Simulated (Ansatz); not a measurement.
# CH3OSe+ (SMILES [CH2+][Se]O): one structure at several levels

The task here is to estimate one member of a computed series from the others.

Computed with Ansatz 0.2.0, Gaussian basis. Level: single points in def2-TZVPP.

Correlated methods freeze the cores. Filled d shells of the heavier atoms are correlated.

### Starting geometry

SMILES `[CH2+][Se]O`, 6 atoms, charge 1, spin multiplicity 1.

Atoms are counted from 1 here; the program's logs count them from 0.

Bond lengths: C1–Se2 1.749 Å, C1–H4 1.141 Å, C1–H5 1.193 Å, Se2–O3 1.826 Å, O3–H6 0.951 Å. Angles: Se2–C1–H4 120.3°, Se2–C1–H5 123.2°, H4–C1–H5 116.5°, C1–Se2–O3 95.2°, Se2–O3–H6 113.4°.

Coordinates:

```xyz
6

C    -0.87700   -0.11510   -0.68900
Se    0.53230   -0.92180   -0.03950
O     1.08280    0.49490    0.97250
H    -1.53150   -0.63530   -1.46620
H    -1.22330    0.97310   -0.34380
H     1.84810    0.30470    1.50410
```

The first run:

run/in.yaml reads:

```yaml
crystal:
  periodic: [false, false, false]
  atoms:
    - {symbol: C, position_ang: [-0.877000, -0.115100, -0.689000]}
    - {symbol: Se, position_ang: [0.532300, -0.921800, -0.039500]}
    - {symbol: O, position_ang: [1.082800, 0.494900, 0.972500]}
    - {symbol: H, position_ang: [-1.531500, -0.635300, -1.466200]}
    - {symbol: H, position_ang: [-1.223300, 0.973100, -0.343800]}
    - {symbol: H, position_ang: [1.848100, 0.304700, 1.504100]}
basis:
  gaussian: {orbitals: def2-TZVPP}
total_charge: 1
correlation: {method: ccsd_t}
output: {forces: true}
```

On the command line:

```bash
$ ansatz run in.yaml --threads 4 --pin off --events-out ev --progress --plain --max-ram 5222MiB
```

Among the steps run: CCSD(T)/def2-TZVPP; PBE0-D4/def2-TZVPP; wB97M-V/def2-TZVPP; r2SCAN-D4/def2-TZVPP; PBE-D4/def2-TZVPP; SPW92/def2-TZVPP; CAM-B3LYP-D4/def2-TZVPP.

One of the session's tables, all rows but one given; the rest of the session is left out.

| method | RMS force component (eV/Å) | angle to CCSD(T) forces (°) |
| --- | --- | --- |
| CCSD(T) | 1.245 | reference |
| PBE0-D4 | 1.222 | 10.0 |
| wB97M-V | 1.225 | 11.8 |
| r2SCAN-D4 | ? | ? |
| PBE-D4 | 1.147 | 9.3 |
| SPW92 | 1.224 | 18.7 |
| CAM-B3LYP-D4 | 1.230 | 12.1 |

Estimate the missing values for r2SCAN-D4.

**Answer.** RMS force component (eV/Å): 1.192; angle to CCSD(T) forces (°): 6.0. In the column «RMS force component (eV/Å)» it lies between PBE-D4 (1.147) and PBE0-D4 (1.222).
